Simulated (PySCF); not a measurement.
# Xe, Xe⁺, Xe²⁺, Xe³⁺: ionisation energies in x2c-QZVPPall

Each state of xenon is computed at each level; their differences give the ionisation energy. How far do the methods differ?

Program: PySCF 2.14.0. Level of theory: unrestricted determinants in a Gaussian basis, no spin-orbit coupling in the energies. These are calculated values, not measurements, unless marked.

### 1 The system

| Quantity | Value |
| --- | --- |
| Element | xenon (Z = 54) |
| Basis | x2c-QZVPPall |
| Hamiltonian | the spin-free X2C one-electron Hamiltonian (Gaussian nucleus) |
| State 1 | Xe: [Xe], closed-shell 1S |
| State 2 | Xe⁺: [Kr] 4d10 5s2 5p5, 2P determinant |
| State 3 | Xe²⁺: [Kr] 4d10 5s2 5p4, high-spin 3P determinant |
| State 4 | Xe³⁺: [Kr] 4d10 5s2 5p3, high-spin 4S determinant |
| Methods | CCSD(T) |
| Core shells frozen in the correlated runs | valence: [Kr] 4d10 (for Xe) |

Outer shells as boxes (Hund's rule):

Xe [Xe]
```
[Kr] core
4d [↑↓][↑↓][↑↓][↑↓][↑↓]
5s [↑↓]
5p [↑↓][↑↓][↑↓]
```

Xe+ [Kr] 4d10 5s2 5p5
```
[Kr] core
4d [↑↓][↑↓][↑↓][↑↓][↑↓]
5s [↑↓]
5p [↑↓][↑↓][↑ ]
```

Xe2+ [Kr] 4d10 5s2 5p4
```
[Kr] core
4d [↑↓][↑↓][↑↓][↑↓][↑↓]
5s [↑↓]
5p [↑↓][↑ ][↑ ]
```

Xe3+ [Kr] 4d10 5s2 5p3
```
[Kr] core
4d [↑↓][↑↓][↑↓][↑↓][↑↓]
5s [↑↓]
5p [↑ ][↑ ][↑ ]
```

One driver process ran all states and methods and kept the integrals in memory. Each run is shown as a PySCF script that sums up its settings (the driver passes frozen orbitals as a list and adds second-order terms of double hybrids); the logs are those of the runs themselves. The driver starts from symmetry-adapted Hartree-Fock orbitals, holds the occupation by maximum overlap and uses a logarithmic radial grid for functionals, so a plain start would take other cycles.

The integrals over 112 functions and the set-up took 5.2 s of CPU time.

### 2 Xe: CCSD(T) (valence)

CCSD(T) (valence):

input.py

```python
from pyscf import gto, scf, dft, mp, cc
import basis_set_exchange as bse
mol = gto.M(atom="Xe 0 0 0", charge=0, spin=0, symmetry="D2h",
            basis=gto.basis.parse(bse.get_basis("x2c-QZVPPall", elements=["Xe"], fmt="nwchem")),
            nucmod="G")
mf = scf.UHF(mol).sfx2c1e()
mf.irrep_nelec = {'Ag': (9, 9), 'B1g': (2, 2), 'B2g': (2, 2), 'B3g': (2, 2), 'B1u': (4, 4), 'B2u': (4, 4), 'B3u': (4, 4)}
mf.kernel()
mycc = cc.CCSD(mf, frozen=23).run()
mycc.ccsd_t()
```

### 3 Xe⁺, at CCSD(T) (valence)

CCSD(T) (valence):

input.py

```python
from pyscf import gto, scf, dft, mp, cc
import basis_set_exchange as bse
mol = gto.M(atom="Xe 0 0 0", charge=1, spin=1, symmetry="D2h",
            basis=gto.basis.parse(bse.get_basis("x2c-QZVPPall", elements=["Xe"], fmt="nwchem")),
            nucmod="G")
mf = scf.UHF(mol).sfx2c1e()
mf.irrep_nelec = {'Ag': (9, 9), 'B1g': (2, 2), 'B2g': (2, 2), 'B3g': (2, 2), 'B1u': (4, 4), 'B2u': (4, 4), 'B3u': (4, 3)}
mf.kernel()
mycc = cc.CCSD(mf, frozen=23).run()
mycc.ccsd_t()
```

### 4 Xe²⁺: CCSD(T) (valence)

CCSD(T) (valence):

input.py

```python
from pyscf import gto, scf, dft, mp, cc
import basis_set_exchange as bse
mol = gto.M(atom="Xe 0 0 0", charge=2, spin=2, symmetry="D2h",
            basis=gto.basis.parse(bse.get_basis("x2c-QZVPPall", elements=["Xe"], fmt="nwchem")),
            nucmod="G")
mf = scf.UHF(mol).sfx2c1e()
mf.irrep_nelec = {'Ag': (9, 9), 'B1g': (2, 2), 'B2g': (2, 2), 'B3g': (2, 2), 'B1u': (4, 3), 'B2u': (4, 4), 'B3u': (4, 3)}
mf.kernel()
mycc = cc.CCSD(mf, frozen=23).run()
mycc.ccsd_t()
```

### 5 Xe³⁺, at CCSD(T) (valence)

CCSD(T) (valence):

input.py

```python
from pyscf import gto, scf, dft, mp, cc
import basis_set_exchange as bse
mol = gto.M(atom="Xe 0 0 0", charge=3, spin=3, symmetry="D2h",
            basis=gto.basis.parse(bse.get_basis("x2c-QZVPPall", elements=["Xe"], fmt="nwchem")),
            nucmod="G")
mf = scf.UHF(mol).sfx2c1e()
mf.irrep_nelec = {'Ag': (9, 9), 'B1g': (2, 2), 'B2g': (2, 2), 'B3g': (2, 2), 'B1u': (4, 3), 'B2u': (4, 3), 'B3u': (4, 3)}
mf.kernel()
mycc = cc.CCSD(mf, frozen=23).run()
mycc.ccsd_t()
```

**Question.** What will these runs give?

As calculated:

| quantity | value |
| --- | --- |
| ionisation energy, Xe | UHF 11.450, CCSD(T) (valence) 12.356 eV; reference 12.565 |
| ionisation energy, Xe⁺ | UHF 20.070, CCSD(T) (valence) 20.997 eV; reference 20.975 |
| ionisation energy, Xe²⁺ | UHF 29.380, CCSD(T) (valence) 30.313 eV; reference 31.05 ± 0.04 |

Accuracy by level (over 1 difference):

| method | mean absolute miss against the measured value (with the measured fine structure taken into account where it is known) (eV) |
| --- | --- |
| UHF | 1.116 |
| MP2 (valence) | 0.187 |
| SCS-MP2 (valence) | 0.242 |
| CCSD (valence) | 0.258 |
| CCSD(T) (valence) | 0.209 |

**Reading.** MP2 (valence) lands nearest to the measured value (off by 0.19 eV); UHF misses by most (1.12 eV). In a finite basis a lower level can come nearest by cancelling errors. Hartree-Fock falls short because the species with more electrons holds more correlation energy, which it lacks. The basis is finite, and no extrapolation was made.
